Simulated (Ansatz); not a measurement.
# LiTiB4 (P6/mmm) in Ansatz: settings compared

The runs below take LiTiB4 through relaxation of cell and atoms, with revPBE, BLYP.

Everything below comes from runs of Ansatz 0.2.0. Logs are shortened: lines on timing, memory, paths and dates and some standing lists are left out, and cuts for length are marked.

### Step 1. The crystal as given

Symmetry: P6/mmm, No. 191, hexagonal system. The conventional cell has a = 3.021 Å, b = 3.021 Å, c = 6.761 Å, α = 90.00°, β = 90.00°, γ = 120.00°. Li (site symmetry 6/mmm) has 12 B at 2.51 Å as nearest neighbours. Ti (site symmetry 6/mmm) has 12 B at 2.35 Å as nearest neighbours. B (site symmetry 3m) has 3 B at 1.74 Å as nearest neighbours.

The cell was built by a generator and needn't be a form met in nature.

### Step 2. Relaxation of cell and atoms, revPBE

Contents of input.yaml:

```yaml
crystal:
  lattice:
    - [3.02096, 0.0, 0.0]
    - [-1.51048, 2.61623, 0.0]
    - [0.0, 0.0, 6.76085]
  atoms:
    - { symbol: Li, position: [0.0, 0.0, 0.5] }
    - { symbol: Ti, position: [0.0, 0.0, 0.0] }
    - { symbol: B, position: [0.33333, 0.66667, 0.76734] }
    - { symbol: B, position: [0.66667, 0.33333, 0.76734] }
    - { symbol: B, position: [0.33333, 0.66667, 0.23266] }
    - { symbol: B, position: [0.66667, 0.33333, 0.23266] }
hamiltonian:
  xc: revpbe
  pseudopotentials: { kind: paw }
kpoints:
  mp_grid: { grid: [7, 7, 3] }
scf:
  occupations: { method: fermi_dirac, width: 0.05 }
output:
  forces: true
  stress: true
  eigenvalues: true
relax:
  f_tol: 0.01
  max_steps: 40
  cell: { stress_tol: 0.05 }
```

Potentials or basis: Ansatz PAW.

The run is started by

```bash
$ ansatz run input.yaml --threads 2 --pin off --max-ram 5632MiB --backend cpu --events-out ev --progress --plain --runs-dir out
```

What it wrote:

```text
Warning: the atoms were moved onto the symmetric positions of the space group found under crystal.symmetry.tolerance 1.0e-5 (fractional; no operation is sought that the atoms, as they stand in a round, miss by more than twice it, and no atom is moved by as much as it), and the run uses the moved positions. Before a round's move an operation carried an atom to 3.02e-5 Å from where it should land, the largest such distance. Atom 2 (counting from 0) moved farthest, by 1.74e-5 Å; the longest move in fractions of the cell, of whichever atom, is 0.47 of the tolerance, in 1 round. To run the atoms as typed, lower crystal.symmetry.tolerance until the operations that they miss are no longer found, or set crystal.symmetry.detect: false (a key that needs symmetry detection or time reversal refuses this as the deck is read). The positions used, in the order of the run's atom list: position: [0.0, 0.0, 0.5]; position: [0.0, 0.0, 0.0]; position: [0.3333333333333333, 0.6666666666666666, 0.76734]; position: [0.6666666666666666, 0.3333333333333333, 0.76734]; position: [0.3333333333333333, 0.6666666666666666, 0.23266]; position: [0.6666666666666666, 0.3333333333333333, 0.23266]; The lattice was moved too: crystal.lattice keeps the space group found at crystal.symmetry.tolerance 1.0e-5 only nearly: the operation that it misses by the most changes a squared length by the fraction 1.26e-6. The run uses the lattice that is a stretch of the typed one, with no rotation, onto the one that keeps every operation to a double's rounding (on a very oblique basis the stretch itself rounds by more); the deck's lattice vector that moved farthest moved by 1.09e-6 Å. To run the lattice as typed, set crystal.symmetry.tolerance under 1.25e-6, the least fraction by which an operation that the lattice misses changes a squared length (the same key also sets how far an atom may lie from its image, so lowering it can lose operations that the atoms keep only within it), or set crystal.symmetry.detect: false, as for the atoms. crystal.lattice made exact, in Å and degrees: [[3.020961094762173, 0.0, 0.0], [-1.5104805473810865, 2.6162290519084905, 0.0], [0.0, 0.0, 6.76085]]. Pasted over the deck's crystal.lattice, beside positions in fractional coordinates, it runs the same cell (given as lengths and angles, that cell in the form's own orientation, a rigid turn of the misfit's size from the one run here, for which a checkpoint.post_process_only pass over this run's state can be refused: where this run relaxes nothing, give such a pass this deck's own crystal.lattice, as typed; behind a relaxation, as crystal.lattice, the state's own cell, identity.cell in its checkpoint.json), and a matrix so pasted ends this notice, except on a very skew basis of the lattice, where the rounding of the pasted numbers themselves can read as a misfit: the cell is then moved again, and that move is told again. The lattice as run is in this notice's lattice.as_run_ang field (Run.prep()["deck_notices"] in Python, the deck_notice line of an events file, deck_notices of ansatz run --dry-run=json, or deck_notices in record.json in the deck's checkpoint.write directory).
Warning: RAYON_NUM_THREADS=2 ignored (pool sized by the plan → 2); use --threads N
Engine: ansatz 0.2.0, x86_64-unknown-linux-gnu
Pseudopotentials: kind: paw
Pseudopotential: Li, paw, valence charge 3, recommended cutoff 420 eV (normal), Li.paw.azcp
Pseudopotential: Ti, paw, valence charge 12, recommended cutoff 420 eV (normal), Ti.paw.azcp
Pseudopotential: B, paw, valence charge 3, recommended cutoff 420 eV (normal), B.paw.azcp
Functional definition: revPBE
  parameter kappa = 1.245
  parameter beta = 0.06672455060314922
  exchange = pbe_x(kappa = kappa, mu = beta*pi^2/3)
  correlation = pbe_c(beta = beta)
Crystal: 6 atoms, lattice volume = 53.435 Å³
Basis set: ecut = 420 eV, 1007 PW (Γ), exchange–correlation on 48×48×96 points (8 copies of the dense FFT grid, shifted against one another)
Bands: 20, of which v1, the nominal top of the filled ones, is band 14 counted from 1 (13 counted from 0)
Symmetry: 24 space group operations
Space group: P6/mmm (ITA 191), of the structure as read, at distance tolerance 3.8e-5 Å
k-points: 16 of 147
Non-local potential: Li, projectors of the file, l = 0: 3, l = 1: 2, l = 2: 1
Non-local potential: Ti, projectors of the file, l = 0: 3, l = 1: 2, l = 2: 3, l = 3: 1
Non-local potential: B, projectors of the file, l = 0: 2, l = 1: 2, l = 2: 1
PAW form: soft (Blöchl's): semilocal exchange-correlation on the pseudo side does not see the compensation charge
PAW frozen core: Ti, regenerated for the run's functional, and the local potential with it (the file was generated under x = pbe(κ = 0.804, μ = 0.2195149727645171), c = pbe(β = 0.06672455060314922))
PAW frozen core: B, regenerated for the run's functional, and the local potential with it (the file was generated under x = pbe(κ = 0.804, μ = 0.2195149727645171), c = pbe(β = 0.06672455060314922))
PAW one-centre angular grid: Li, 110 points (default); XC on 64 Gauss nodes
[... 110 lines left out ...]
  E_core_change = -0.073416  (= ΣΔE_core)
  E_smearing   = -0.015042  (= −TS)
  E_closure    = -0.000000  (closes the sum)
  Σ components = -3338.006912   (vs F -3338.006912, Δ=0.00e0)
--- Forces (eV/Å), atoms counted from 1 ---
  atom   1  Li    -0.00000000    -0.00000000     0.00000000
  atom   2  Ti     0.00000000    -0.00000000     0.00000000
  atom   3  B      0.00000000     0.00000000    -0.00093442
  atom   4  B      0.00000000     0.00000000    -0.00093442
  atom   5  B     -0.00000000     0.00000000     0.00093442
  atom   6  B     -0.00000000     0.00000000     0.00093442
  max |Σ_I F_I| component: 3.70e-17 eV/Å
--- Stress (GPa, compression-positive) ---
       -0.011329      -0.000000       0.000000
        0.000000      -0.011329      -0.000000
        0.000000      -0.000000       0.019950
  P = ⅓ Tr σ = -0.0009 GPa (-0.009 kbar)
--- Band table (eV; the first three rows and the last of 16) ---
  k-point 0: bands = ["-47.1769", "-35.7033", "-23.6063", "-23.1450", "-23.1450", "-2.4949", "-1.1131", "3.6408", "7.7235", "8.3319", "8.3319", "9.6608", "10.3385", "10.3385", "10.6287", "10.6287", "12.9150", "12.9150", "16.5412", "16.5412"]
  k-point 1: bands = ["-47.1769", "-35.7033", "-23.6062", "-23.1450", "-23.1450", "-2.4073", "-1.2939", "4.1856", "6.6269", "8.3480", "8.3480", "10.2860", "10.2860", "10.3697", "10.6205", "10.6205", "12.9693", "12.9693", "16.7598", "16.7658"]
  k-point 2: bands = ["-47.1672", "-35.7006", "-23.5917", "-23.2193", "-23.1617", "-2.1219", "-0.8523", "4.0541", "7.2977", "7.4788", "8.2799", "8.6518", "8.7420", "9.7169", "11.7945", "12.1118", "12.1315", "12.3398", "16.6471", "17.0913"]
  k-point 15: bands = ["-47.1206", "-35.6880", "-23.5217", "-23.4537", "-23.3531", "1.5661", "1.7359", "3.1737", "3.3290", "4.5096", "5.0780", "7.8305", "8.8413", "8.9349", "10.1991", "12.1391", "13.2130", "14.3527", "15.1056", "15.5325"]
--- Relaxed structure (4 steps of the walk, 4 accepted, 2 SCFs on fresh bases) ---
  F+E_penalty+E_count = -3338.00691234 eV   max|allowed force component| = 9.344e-4 eV/Å   (the final SCF, on the basis selected at the relaxed cell)
  cell:  # Å, volume = 54.3293 Å³
    - [3.0372845823114307, -1.4159774097669734e-34, 0.0]
    - [-1.5186422911557154, 2.630365606804507, 5.445726515518901e-19]
    - [0.0, 1.4072827486411445e-18, 6.800372420843497]
  atoms:
    - { symbol: Li, position: [0.0, 1.4444474582904269e-34, 0.4999999999999999] }
    - { symbol: Ti, position: [-3.333606690282005e-35, -4.265436810919022e-35, 1.1591269220898192e-69] }
    - { symbol: B, position: [0.3333333333333333, 0.6666666666666666, 0.7679716891308693] }
    - { symbol: B, position: [0.6666666666666666, 0.3333333333333333, 0.7679716891308693] }
    - { symbol: B, position: [0.3333333333333333, 0.6666666666666666, 0.23202831086913067] }
    - { symbol: B, position: [0.6666666666666666, 0.3333333333333333, 0.23202831086913067] }
```

Wall time 4.4 s (2 threads of AMD EPYC 7R32 (Zen 2), shared host); peak memory 0.41 GiB.

Results:

```yaml
Free_energy: -3338.0069 eV
Relaxed_volume: 9.05 Å³/atom
Relaxed_cell: a = 3.037 Å, b = 3.037 Å, c = 6.800 Å, α = 90.00°, β = 90.00°, γ = 120.00°
Space_group_after_relaxing_to_0.05_Å: P6/mmm (No. 191)
Energy_gained_by_relaxing: 1.2 meV/atom
Ionic_steps: 6
Pressure_after_relaxing: 0.0 GPa
Band_gap_on_the_k_mesh: none (metal or under the smearing width)
```

The path:
```tsv
step	energy change (eV)	largest force (eV/Å)	volume (Å³)
1	0.0000	0.0371	53.43
2	-0.0060	0.0157	54.06
3	-0.0063	0.0024	54.32
4	-0.0074	0.0024	54.32
5	-0.0074	0.0009	54.33
6	-0.0074	0.0009	54.33
```

Final structure:
```
Li Ti B
1.0
     3.03728    0.00000    0.00000
    -1.51864    2.63037    0.00000
     0.00000    0.00000    6.80037
Li Ti B
1 1 4
Direct
  0.00000 0.00000 0.50000
  0.00000 0.00000 0.00000
  0.33333 0.66667 0.76797
  0.66667 0.33333 0.76797
  0.33333 0.66667 0.23203
  0.66667 0.33333 0.23203
```

Caveat: the plane-wave basis is chosen anew once the cell has moved, so the energies of steps on either side of that aren't comparable; the PAW data sets come from PBE, with cores solved anew for the run's functional, which leaves a small shift of forces and pressure.

(Part 1 of 2 ends here.)
